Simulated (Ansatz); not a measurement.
# InPd: pressure against volume

One table from this session's results is given with a row withheld; the runs are named, their logs left out.

Program: Ansatz 0.2.0. Level of theory: DFT LDA, scalar-relativistic. These are calculated values, not measurements.

## The system as given

The structure is cubic, space group Pm-3m (No. 221). The conventional cell has a = 3.272 Å, b = 3.272 Å, c = 3.272 Å, α = 90.00°, β = 90.00°, γ = 90.00°. In (site symmetry m-3m) has 8 Pd at 2.83 Å as nearest neighbours. Pd (site symmetry m-3m) is surrounded by 8 In at 2.83 Å.

As a file:

```
CELL_PARAMETERS angstrom
3.27188 0.00000 0.00000
0.00000 3.27188 0.00000
0.00000 0.00000 3.27188
ATOMIC_POSITIONS crystal
In 0.00000 0.00000 0.00000
Pd 0.50000 0.50000 0.50000
```

Structure from a Materials Project entry, not relaxed further.

Atoms are numbered in the order of the input: In1, Pd2.

Set-up of the first run:

Contents of input.yaml:

```yaml
crystal:
  lattice:
    - [3.205661058, 0.0, 0.0]
    - [0.0, 3.205661058, 0.0]
    - [0.0, 0.0, 3.205661058]
  atoms:
    - { symbol: In, position: [0.0, 0.0, 0.0] }
    - { symbol: Pd, position: [0.5, 0.5, 0.5] }
kpoints:
  mp_grid: { grid: [13, 13, 13] }
scf:
  occupations: { method: fermi_dirac, width: 0.03 }
hamiltonian:
  xc: lda
  pseudopotentials: { kind: all_electron, lapw: { basis_error: 0.001 } }
output:
  forces: true
  stress: true
  eigenvalues: true
```

Run with:

```
$ ansatz run input.yaml --threads 1 --pin off --max-ram 2048MiB --backend cpu --events-out ev --progress --plain --runs-dir out
```

Among the steps run: Volume × 0.9405, LAPW; Volume × 0.9405, PAW; Volume × 0.9405, crystal datasets; Volume × 0.97, LAPW; Volume × 0.97, PAW; Volume × 1.03, LAPW; Volume × 1.03, PAW; Volume × 1.06, LAPW; Volume × 1.06, PAW; Volume × 1.06, crystal datasets.

One table of the session follows, with a row left open; its other results are not shown here.

It belongs to the step «The equation of state». 

```
          method  volume (Å³/atom)  pressure (GPa)
            LAPW            16.471            1.29
            LAPW            16.988           -3.19
            LAPW            17.513           -6.87
            LAPW            18.039           -9.64
            LAPW            18.564          -12.00
             PAW            16.471            1.26
             PAW            16.988           -3.22
             PAW            17.513               ?
             PAW            18.039           -9.66
             PAW            18.564          -12.01
crystal datasets            16.471            1.29
crystal datasets            17.513           -6.87
crystal datasets            18.564          -12.00
```

Estimate the missing values for PAW, 17.513.

**Answer.** pressure (GPa): -6.89. In the column «pressure (GPa)» it lies between LAPW, 18.039 (-9.64) and LAPW, 17.513 (-6.87).

Caveats from the session: Warnings in the runs' records: gradients without spin orbit, crystal datasets made.
